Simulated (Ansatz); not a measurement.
Run this with Ansatz 0.2.0, Python API and show what comes out.

Script `cdh2o2_mass.py`:
```python
import ansatz as az
from ase import Atoms
import numpy as np


def main() -> None:
    atoms = Atoms(
        ["Cd", "H", "H", "O", "O"],
        scaled_positions=[
            [1 / 3, 2 / 3, 0.9873],
            [0.0, 0.0, 0.008077],
            [2 / 3, 1 / 3, 0.431885],
            [0.0, 0.0, 0.786194],
            [2 / 3, 1 / 3, 0.211894],
        ],
        cell=[
            [3.839822, 0.0, 0.0],
            [-1.919911, 3.325383, 0.0],
            [0.0, 0.0, 4.441393],
        ],
        pbc=True,
    )
    system = az.Crystal.from_ase(atoms)

    setup = (
        system.calculation()
        .basis(450)
        .functional("r2scan")
        .kpoints(mesh=(3, 3, 2), shift=0.5)
        .mixing("broyden", beta=0.2)
        .occupations("fixed")
    )
    result = setup.band_table().run()
    r = result.report
    levels = np.array(r["eigenvalues_ev"])
    filled = round(r["n_electrons"] / 2)
    edges = {"top filled band": (filled - 1, levels[:, filled - 1].argmax()), "lowest empty band": (filled, levels[:, filled].argmin())}
    gap = levels[:, filled].min() - levels[:, filled - 1].max()
    print(f"gap on the mesh {gap:.3f} eV")
    if gap <= 0.05:
        print("no gap: band-edge masses have no meaning here")
        edges = {}
    reciprocal = 2 * np.pi * np.linalg.inv(result.lattice.cell_ang).T
    step = 0.03  # 1/A

    pairs = [(0, 1), (0, 2), (1, 2)]
    moves = [sign * axis for axis in np.eye(3) for sign in (-1, 1)]
    moves += [s1 * np.eye(3)[i] + s2 * np.eye(3)[j] for i, j in pairs for s1 in (1, -1) for s2 in (1, -1)]
    for name, (band, index) in edges.items():
        together = int(np.sum(np.abs(levels[index] - levels[index, band]) < 2e-3))
        print(name, "at k =", np.round(r["kpoints_frac"][index], 4), f"E = {levels[index, band]:.4f} eV, degeneracy {together}")
        centre = np.array(r["kpoints_frac"][index]) @ reciprocal
        points = [centre] + [centre + step * move for move in moves]
        table = setup.band_structure(points, intervals=1, cartesian=True).run().band_structure().channels[0].eigenvalues_ev
        if together > 1:
            level = np.flatnonzero(np.abs(levels[index] - levels[index, band]) < 2e-3)
            along = (table[1, level] + table[2, level] - 2 * table[0, level]) / step ** 2
            print("  degenerate level, no single mass tensor; masses of its branches along x:", np.round(7.61996 / along, 3), "m_e")
            continue
        e = table[:, band]
        hessian = np.diag((e[1:7:2] + e[2:7:2] - 2 * e[0]) / step ** 2)
        for (i, j), (pp, pm, mp, mm) in zip(pairs, e[7:].reshape(3, 4)):
            hessian[i, j] = hessian[j, i] = (pp - pm - mp + mm) / (4 * step ** 2)
        curvatures, axes = np.linalg.eigh(hessian)
        slope = (e[2:7:2] - e[1:7:2]) / (2 * step)
        print("  slope (eV A):", np.round(slope, 3) + 0.0, "" if np.abs(slope).max() < 0.05 else "- no extremum here, so these are local curvatures and no band-edge masses")
        for curvature, axis in zip(curvatures, axes.T):
            print(f"  principal mass {7.61996 / curvature:8.3f} m_e along", np.round(axis, 2) + 0.0)


if __name__ == "__main__":
    main()
```

`python cdh2o2_mass.py` gives:
```text
DeckWarning: basis.ecutwfc = 450 eV is below the records' recommended 500 eV, and the density's cutoff is lower with it unless basis.ecutrho_ratio is high enough to keep the records' density cutoff: compare with a run at a higher cutoff
DeckWarning: crystal.symmetry: narrowed to the stabiliser of the k-point mesh — unitary ops 6 → 2; excluded 4 operations that carry a point of the 3×3×2 mesh (shift [0.5, 0.5, 0.5]) off the mesh (the run samples exactly the mesh kpoints.mp_grid names, as under crystal.symmetry.detect: false, and its converged state has the mesh's symmetry, not the crystal's; ε∞, the Born charges and the force constants of a linear response (`dielectric:` by the response, `phonons.method: dfpt`) are averaged [...]
gap on the mesh 3.478 eV
top filled band at k = [-0.5  -0.5   0.25] E = 3.9703 eV, degeneracy 1
  slope (eV A): [ 0.138 -0.079 -0.626] - no extremum here, so these are local curvatures and no band-edge masses
  principal mass   -0.694 m_e along [-0.5  -0.87  0.  ]
  principal mass   -6.393 m_e along [-0.86  0.5   0.1 ]
  principal mass  -22.903 m_e along [ 0.09 -0.05  0.99]
lowest empty band at k = [ 0.1667 -0.1667 -0.25  ] E = 7.4483 eV, degeneracy 1
  slope (eV A): [ 3.837 -2.214 -2.858] - no extremum here, so these are local curvatures and no band-edge masses
  principal mass    4.025 m_e along [ 0.6  -0.34 -0.73]
  principal mass    0.721 m_e along [ 0.63 -0.36  0.69]
  principal mass    0.489 m_e along [-0.5  -0.87  0.  ]
```
(Warnings from the package without file and line, shortened.)

Notes:
- The settings weren't tested for convergence.
- The cutoff lies under the one recommended for these potentials.
- Semilocal gaps usually lie well under measured ones.
- Energy and stress may still move on a finer k-point mesh.
- This mesh misses the zone centre, where many direct gaps lie, so the gap can be several times too large.
- This cell is a computed structure, which may not be the phase found in nature.
- Gaps and levels are Kohn-Sham values on a finite set of k-points, without spin-orbit coupling.
- The masses are finite-difference curvatures at extrema found on a coarse mesh, which needn't be the true band edges; a step that is long against the gap makes them too heavy. Negative values are curvatures of valence bands (the hole mass is their size). Spin-orbit coupling is left out, and light masses scale with the Kohn-Sham gap.
- Finished in 15 s on 1 thread of Intel(R) Xeon(R) Platinum 8259CL CPU @ 2.50GHz (Skylake/Cascade Lake), on a shared host, peak memory 0.46 GiB.

(Lines on the test bed's own set-up are left out of the output.)
